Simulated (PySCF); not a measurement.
# CH6BNS (SMILES CNBS): SVWN5/ANO-RCC-MB (sfX2C)

What is the vertical ionisation energy of CH6BNS at SVWN5/ANO-RCC-MB (sfX2C)? Input form: a Python script.

Program for the calculation: PySCF 2.14.0.

### 1 The system as given

The species is CH6BNS (10 atoms), meant as a singlet with charge 0. SMILES: `CNBS`. The coordinates come from a PBE0-D4/def2-TZVP relaxation. This is one conformer, not always the lowest.

Bond lengths: C1–N2 1.444 Å, N2–B3 1.389 Å, B3–S4 1.820 Å, C1–H5 1.095 Å, C1–H6 1.094 Å, C1–H7 1.090 Å, N2–H8 1.009 Å, B3–H9 1.195 Å, S4–H10 1.339 Å. Some angles: C1–N2–B3 125.8°, N2–B3–S4 119.9°, C1–N2–H8 114.1°, B3–N2–H8 120.1°, N2–C1–H5 111.6°, N2–C1–H6 111.6°, N2–C1–H7 109.1°, N2–B3–H9 119.9°, S4–B3–H9 120.2°, B3–S4–H10 96.2°.

### 2 The energy at SVWN5/ANO-RCC-MB (sfX2C)

Contents of calc.py:

```python
from pyscf import gto, dft

mol = gto.M(
    atom='''
C       -1.419800       0.603200      -0.178200
N       -0.346000      -0.358300      -0.260500
B        0.946000      -0.176300       0.215700
S        2.178200      -1.501700       0.025400
H       -1.782500       0.888900      -1.170700
H       -2.266900       0.213800       0.395100
H       -1.056500       1.501100       0.321300
H       -0.601200      -1.223700      -0.711100
H        1.244800       0.850200       0.748900
H        3.186700      -0.848400       0.617000
''',
    charge=0,
    max_memory=1860,
    basis='ano-rcc-mb',
    verbose=4,
)

mf = dft.RKS(mol, xc='svwn')
mf = mf.x2c()
mf.conv_tol = 1e-10
mf.grids.level = 4
mf.kernel()
if not mf.converged:
    mf = mf.newton().run(mf.mo_coeff, mf.mo_occ)

energy = mf.e_tot
print(f'total energy: {energy:.8f} hartree')
```

Launch:

```bash
$ OMP_NUM_THREADS=1 python calc.py
```

What it wrote:

```text
PySCF version 2.14.0

[INPUT] num. atoms = 10
[INPUT] num. electrons = 40
[INPUT] charge = 0
[INPUT] spin (= nelec alpha-beta = 2S) = 0
[INPUT] symmetry False subgroup None
[INPUT] Mole.unit = angstrom
[INPUT] Symbol           X                Y                Z      unit          X                Y                Z       unit  Magmom
[INPUT]  1 C     -1.419800000000   0.603200000000  -0.178200000000 AA   -2.683033151657   1.139882798338  -0.336749195397 Bohr   0.0
[INPUT]  2 N     -0.346000000000  -0.358300000000  -0.260500000000 AA   -0.653845239100  -0.677088870432  -0.492273655449 Bohr   0.0
[INPUT]  3 B      0.946000000000  -0.176300000000   0.215700000000 AA    1.787680913839  -0.333158715761   0.407613925069 Bohr   0.0
[INPUT]  4 S      2.178200000000  -1.501700000000   0.025400000000 AA    4.116201444528  -2.837801721259   0.047999043564 Bohr   0.0
[INPUT]  5 H     -1.782500000000   0.888900000000  -1.170700000000 AA   -3.368436817037   1.679777552126  -2.212302374028 Bohr   0.0
[INPUT]  6 H     -2.266900000000   0.213800000000   0.395100000000 AA   -4.283820151777   0.404023445432   0.746630791816 Bohr   0.0
[INPUT]  7 H     -1.056500000000   1.501100000000   0.321300000000 AA   -1.996495650603   2.836667885585   0.607169003823 Bohr   0.0
[INPUT]  8 H     -0.601200000000  -1.223700000000  -0.711100000000 AA   -1.136103346089  -2.312457858630  -1.343784247178 Bohr   0.0
[INPUT]  9 H      1.244800000000   0.850200000000   0.748900000000 AA    2.352331079859   1.606645151105   1.415215894687 Bohr   0.0
[INPUT] 10 H      3.186700000000  -0.848400000000   0.617000000000 AA    6.021990241151  -1.603243644081   1.165961018857 Bohr   0.0

nuclear repulsion = 143.383057155238
number of shells = 14
number of NR pGTOs = 224
number of NR cGTOs = 30
basis = ano-rcc-mb
ecp = {}

******** <class 'pyscf.x2c.sfx2c1e.sfX2C1eRKS'> ********
method = sfX2C1eRKS
initial guess = minao
damping factor = 0
level_shift factor = 0
DIIS = <class 'pyscf.scf.diis.CDIIS'>
diis_start_cycle = 1
diis_space = 8
diis_damp = 0
SCF conv_tol = 1e-10
SCF conv_tol_grad = None
SCF max_cycles = 50
direct_scf = True
direct_scf_tol = 1e-13
XC library pyscf.dft.libxc version 7.0.0
    S. Lehtola, C. Steigemann, M. J.T. Oliveira, and M. A.L. Marques.,  SoftwareX 7, 1–5 (2018)
XC functionals = svwn
    P. A. M. Dirac.,  Math. Proc. Cambridge Philos. Soc. 26, 376 (1930)
    F. Bloch.,  Z. Phys. 57, 545 (1929)
    S. H. Vosko, L. Wilk, and M. Nusair.,  Can. J. Phys. 58, 1200 (1980)
radial grids:
    Treutler-Ahlrichs [JCP 102, 346 (1995); DOI:10.1063/1.469408] (M4) radial grids

becke partition: Becke, JCP 88, 2547 (1988); DOI:10.1063/1.454033
pruning grids: <function nwchem_prune>
grids dens level: 4
symmetrized grids: False
atomic radii adjust function: <function treutler_atomic_radii_adjust>
small_rho_cutoff = 0

******** <class 'pyscf.x2c.sfx2c1e.SpinFreeX2CHelper'> ********
approx = 1e
xuncontract = 1
Set gradient conv threshold to 1e-05
Initial guess from minao.
tot grids = 207528
init E= -518.426672767349
  HOMO = -0.277648011274609  LUMO = -0.0634377498638381  gap/eV = 5.82896
cycle= 1 E= -518.018583112661  delta_E= 0.408  |g|= 0.202  |ddm|= 4.11
  HOMO = -0.211416020138301  LUMO = -0.0233944231194971  gap/eV = 5.11633
cycle= 2 E= -518.0016697739  delta_E= 0.0169  |g|= 0.329  |ddm|= 0.782
  HOMO = -0.237627522453943  LUMO = -0.0356345458677692  gap/eV = 5.49651
cycle= 3 E= -518.031927494812  delta_E= -0.0303  |g|= 0.0782  |ddm|= 0.526
  HOMO = -0.24284982126363  LUMO = -0.0371988897674955  gap/eV = 5.59605
cycle= 4 E= -518.034213744205  delta_E= -0.00229  |g|= 0.0144  |ddm|= 0.164
  HOMO = -0.241990677353986  LUMO = -0.0394635880989011  gap/eV = 5.51104
cycle= 5 E= -518.034299804317  delta_E= -8.61e-05  |g|= 0.00383  |ddm|= 0.0346
  HOMO = -0.241913743211731  LUMO = -0.0386675985472696  gap/eV = 5.53061
cycle= 6 E= -518.034306588792  delta_E= -6.78e-06  |g|= 0.00084  |ddm|= 0.00911
  HOMO = -0.241937708222738  LUMO = -0.0387478948462116  gap/eV = 5.52908
cycle= 7 E= -518.034306897128  delta_E= -3.08e-07  |g|= 0.0001  |ddm|= 0.00185
  HOMO = -0.241944359925657  LUMO = -0.0387512777389855  gap/eV = 5.52917
cycle= 8 E= -518.034306899893  delta_E= -2.77e-09  |g|= 3.22e-05  |ddm|= 0.000153
  HOMO = -0.241944180931318  LUMO = -0.0387511652650684  gap/eV = 5.52916
cycle= 9 E= -518.034306900252  delta_E= -3.59e-10  |g|= 2.81e-06  |ddm|= 5.18e-05
  HOMO = -0.241944187756574  LUMO = -0.0387512784449042  gap/eV = 5.52916
cycle= 10 E= -518.034306900254  delta_E= -1.82e-12  |g|= 1.54e-07  |ddm|= 5.68e-06
  HOMO = -0.241944205580961  LUMO = -0.0387512541813786  gap/eV = 5.52916
Extra cycle  E= -518.034306900255  delta_E= -4.55e-13  |g|= 2.17e-07  |ddm|= 8.93e-07
converged SCF energy = -518.034306900255
total energy: -518.03430690 hartree
```

Wall time 14 s (1 thread of Arm Neoverse N1, shared host); peak memory 0.17 GiB.

### 3 The doublet cation, same level

Contents of run.py:

```python
from pyscf import gto, dft

system = gto.M(
    atom='''
C   -1.419800   0.603200  -0.178200
N   -0.346000  -0.358300  -0.260500
B    0.946000  -0.176300   0.215700
S    2.178200  -1.501700   0.025400
H   -1.782500   0.888900  -1.170700
H   -2.266900   0.213800   0.395100
H   -1.056500   1.501100   0.321300
H   -0.601200  -1.223700  -0.711100
H    1.244800   0.850200   0.748900
H    3.186700  -0.848400   0.617000
''',
    charge=1,
    max_memory=1860,
    verbose=4,
    spin=1,
    basis='ano-rcc-mb',
)

calc0 = dft.UKS(system, xc='svwn')
calc0 = calc0.x2c()
calc0.conv_tol = 1e-10
calc0.grids.level = 4
calc0.kernel()
if not calc0.converged:
    calc0 = calc0.newton().run(calc0.mo_coeff, calc0.mo_occ)

etot = calc0.e_tot
print('Final energy', etot)
```

Launch:

```bash
$ OMP_NUM_THREADS=1 python run.py
```

What it wrote:

```text
PySCF version 2.14.0

[INPUT] num. atoms = 10
[INPUT] num. electrons = 39
[INPUT] charge = 1
[INPUT] spin (= nelec alpha-beta = 2S) = 1
[INPUT] symmetry False subgroup None
[INPUT] Mole.unit = angstrom
[INPUT] Symbol           X                Y                Z      unit          X                Y                Z       unit  Magmom
[INPUT]  1 C     -1.419800000000   0.603200000000  -0.178200000000 AA   -2.683033151657   1.139882798338  -0.336749195397 Bohr   0.0
[INPUT]  2 N     -0.346000000000  -0.358300000000  -0.260500000000 AA   -0.653845239100  -0.677088870432  -0.492273655449 Bohr   0.0
[INPUT]  3 B      0.946000000000  -0.176300000000   0.215700000000 AA    1.787680913839  -0.333158715761   0.407613925069 Bohr   0.0
[INPUT]  4 S      2.178200000000  -1.501700000000   0.025400000000 AA    4.116201444528  -2.837801721259   0.047999043564 Bohr   0.0
[INPUT]  5 H     -1.782500000000   0.888900000000  -1.170700000000 AA   -3.368436817037   1.679777552126  -2.212302374028 Bohr   0.0
[INPUT]  6 H     -2.266900000000   0.213800000000   0.395100000000 AA   -4.283820151777   0.404023445432   0.746630791816 Bohr   0.0
[INPUT]  7 H     -1.056500000000   1.501100000000   0.321300000000 AA   -1.996495650603   2.836667885585   0.607169003823 Bohr   0.0
[INPUT]  8 H     -0.601200000000  -1.223700000000  -0.711100000000 AA   -1.136103346089  -2.312457858630  -1.343784247178 Bohr   0.0
[INPUT]  9 H      1.244800000000   0.850200000000   0.748900000000 AA    2.352331079859   1.606645151105   1.415215894687 Bohr   0.0
[INPUT] 10 H      3.186700000000  -0.848400000000   0.617000000000 AA    6.021990241151  -1.603243644081   1.165961018857 Bohr   0.0

nuclear repulsion = 143.383057155238
number of shells = 14
number of NR pGTOs = 224
number of NR cGTOs = 30
basis = ano-rcc-mb
ecp = {}

******** <class 'pyscf.x2c.sfx2c1e.sfX2C1eUKS'> ********
method = sfX2C1eUKS
initial guess = minao
damping factor = 0
level_shift factor = 0
DIIS = <class 'pyscf.scf.diis.CDIIS'>
diis_start_cycle = 1
diis_space = 8
diis_damp = 0
SCF conv_tol = 1e-10
SCF conv_tol_grad = None
SCF max_cycles = 50
direct_scf = True
direct_scf_tol = 1e-13
number electrons alpha = 20  beta = 19
XC library pyscf.dft.libxc version 7.0.0
    S. Lehtola, C. Steigemann, M. J.T. Oliveira, and M. A.L. Marques.,  SoftwareX 7, 1–5 (2018)
XC functionals = svwn
    P. A. M. Dirac.,  Math. Proc. Cambridge Philos. Soc. 26, 376 (1930)
    F. Bloch.,  Z. Phys. 57, 545 (1929)
    S. H. Vosko, L. Wilk, and M. Nusair.,  Can. J. Phys. 58, 1200 (1980)
radial grids:
    Treutler-Ahlrichs [JCP 102, 346 (1995); DOI:10.1063/1.469408] (M4) radial grids

becke partition: Becke, JCP 88, 2547 (1988); DOI:10.1063/1.454033
pruning grids: <function nwchem_prune>
grids dens level: 4
symmetrized grids: False
atomic radii adjust function: <function treutler_atomic_radii_adjust>
small_rho_cutoff = 0

******** <class 'pyscf.x2c.sfx2c1e.SpinFreeX2CHelper'> ********
approx = 1e
xuncontract = 1
Set gradient conv threshold to 1e-05
tot grids = 207528
init E= -518.426672767349
[... the frontier-level lines of each cycle are left out ...]

cycle= 1 E= -517.647376833192  delta_E= 0.779  |g|=  0.1  |ddm|= 2.93
cycle= 2 E= -517.641411961493  delta_E= 0.00596  |g|= 0.106  |ddm|= 0.543
cycle= 3 E= -517.634667977586  delta_E= 0.00674  |g|= 0.15  |ddm|= 0.616
cycle= 4 E= -517.65770630593  delta_E= -0.023  |g|= 0.0334  |ddm|= 0.314
cycle= 5 E= -517.658454408213  delta_E= -0.000748  |g|= 0.0072  |ddm|= 0.0508
cycle= 6 E= -517.658520326512  delta_E= -6.59e-05  |g|= 0.00343  |ddm|= 0.029
cycle= 7 E= -517.65853031297  delta_E= -9.99e-06  |g|= 0.00136  |ddm|= 0.00607
cycle= 8 E= -517.658532410763  delta_E= -2.1e-06  |g|= 0.000276  |ddm|= 0.00365
cycle= 9 E= -517.658532476447  delta_E= -6.57e-08  |g|= 4.48e-05  |ddm|= 0.000642
cycle= 10 E= -517.658532478551  delta_E= -2.1e-09  |g|= 1.63e-05  |ddm|= 0.000116
cycle= 11 E= -517.658532478898  delta_E= -3.47e-10  |g|= 1.56e-06  |ddm|= 4.92e-05
cycle= 12 E= -517.658532478901  delta_E= -2.73e-12  |g|= 4.79e-07  |ddm|= 4.18e-06
Extra cycle  E= -517.658532478898  delta_E= 3.41e-12  |g|= 2.02e-06  |ddm|= 4.66e-06
converged SCF energy = -517.658532478898  <S^2> = 0.75418665  2S+1 = 2.0041823
Final energy -517.6585324788978
```

Run time: 18 s. Hardware: 1 thread of Arm Neoverse N1, shared host; peak memory 0.17 GiB.

### 4 What came out

At SVWN5/ANO-RCC-MB (sfX2C):

| quantity | value |
| --- | --- |
| singlet CH6BNS: total energy | -518.03431 Eh |
| singlet CH6BNS: dipole moment | 2.22 D |
| singlet CH6BNS: HOMO energy | -6.58 eV |
| singlet CH6BNS: LUMO energy | -1.05 eV |
| singlet CH6BNS: HOMO–LUMO gap | 5.53 eV |
| doublet cation: total energy | -517.65853 Eh |
| doublet cation: HOMO energy (highest over α and β) | -14.58 eV |
| doublet cation: LUMO energy (lowest over α and β) | -13.77 eV |
| doublet cation: ⟨S²⟩ | 0.754 |
| vertical ionisation energy (to the doublet cation) | 10.225 eV |

The vertical ionisation energy comes to 10.23 eV (987 kJ/mol). The negative HOMO energy of the first species, 6.58 eV, lies 3.64 eV below that difference. In a minimal basis such a difference can be off by several eV, whatever the method. Mulliken charges (doublet cation) run from -0.52 on C1 to +0.39 on H8; they depend strongly on the basis.
